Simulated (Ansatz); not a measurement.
This was printed by a script on Ansatz 0.2.0, Python API, for a check of PAW against all-electron LAPW of TaN, space group P-6m2. What did the script look like? Level of theory (first run): LDA, PAW, the default cutoff (420 eV here), 10×10×9 k-points, Fermi-Dirac smearing of 0.05 eV.

```
CELL_PARAMETERS angstrom
2.93800 0.00000 0.00000
-1.46900 2.54438 0.00000
0.00000 0.00000 2.88300
ATOMIC_POSITIONS crystal
Ta 0.33333 0.66667 0.50000
N 0.00000 0.00000 0.00000
```

```console
$ python tan_paw_lapw.py
DeckWarning: basis.ecutwfc = 420 eV, auto-derived from the records' recommended cutoffs: set by Ta (normal level)
PAW levels at the first k-point near E_F: [-4.59  -4.59  -4.228 -2.934  2.279  3.526  3.526  3.898]
LAPW levels at the first k-point near E_F: [-4.581 -4.581 -4.221 -2.92   2.286  3.529  3.529  3.904  3.904]
     treatment  electrons in bands           P GPa  gap by band count eV
           PAW                18.0         -11.570                 0.000
          LAPW                52.0         -11.505                 0.000
```
(Warnings from the package without file and line.)

One script that gives this output:

`tan_paw_lapw.py`:
```python
"""PAW against all-electron LAPW for TaN."""

import ansatz as az
import numpy as np


def count_gap(report):
    # lowest empty less highest filled band, counting bands; zero where they overlap
    return max(report.get("gap_by_band_count_ev") or 0.0, 0.0)

lattice = az.Lattice.of(
    [2.938, 0.0, 0.0],
    [-1.469, 2.544383, 0.0],
    [0.0, 0.0, 2.883],
)
sites = [
    ("Ta", [1 / 3, 2 / 3, 0.5]),
    ("N", [0.0, 0.0, 0.0]),
]
crystal = az.Crystal(lattice=lattice)
for symbol, position in sites:
    crystal = crystal.atom(symbol, position)

setup = (
    crystal.calculation()
    .occupations("Fermi-Dirac", width=0.05)
    .functional("lda")
    .kpoints(length=26)
    .stress()
    .forces()
    .band_table()
)
variants = {
    "PAW": setup.pseudopotentials("paw"),
    "LAPW": setup.pseudopotentials("all_electron", lapw=True),
}
# totals differ by the cores that each treatment holds, so compare what does not depend on them
rows = []
for label, variant in variants.items():
    summary = variant.run(threads=1).report
    levels = np.array(summary["eigenvalues_ev"][0]) - summary["fermi_energy_ev"]
    print(label, "levels at the first k-point near E_F:", np.round(levels[np.abs(levels) < 5], 3))
    rows.append((label, summary["n_electrons"], np.trace(summary["stress_gpa"]) / 3, count_gap(summary)))
print("     treatment  electrons in bands           P GPa  gap by band count eV")
for row in rows:
    print(f"{str(row[0]):>14s}  {row[1]:18.1f}  {row[2]:14.3f}  {row[3]:20.3f}")
```

PAW gives -11.570 GPa and LAPW -11.505 GPa, 0.07 GPa apart. They took 1.5 and 27.9 s of processor time.

Reading the output:
- Total energies depend on the potentials; only differences at equal settings carry meaning. A total without «per atom» is that of the cell as typed.
- Spin is left out of this run.
- The computed bands are complete only to about 3.3 eV above the Fermi level.
- The mesh is modest for a metal, so energies can be off by several to tens of meV an atom and pressures by half a GPa or more; differences at equal mesh fare better.
- A gap by band count of zero or less means overlapping bands, a metal.
- At these settings the cell as given stands under about -12 GPa, so it isn't at this functional's equilibrium volume.
- The structure is a deposited one; some such entries were measured under pressure or heat, so a shift against it needn't be the functional's error alone.
- Levels are Kohn-Sham eigenvalues on this mesh, without spin-orbit coupling.
- Pressure is positive in compression; the treatments may keep other shells as core, so totals and counts of electrons can differ.
- Hardware and time: 34 s on 1 thread of Intel(R) Xeon(R) Processor @ 2.30GHz (shared host), peak memory 0.66 GiB.
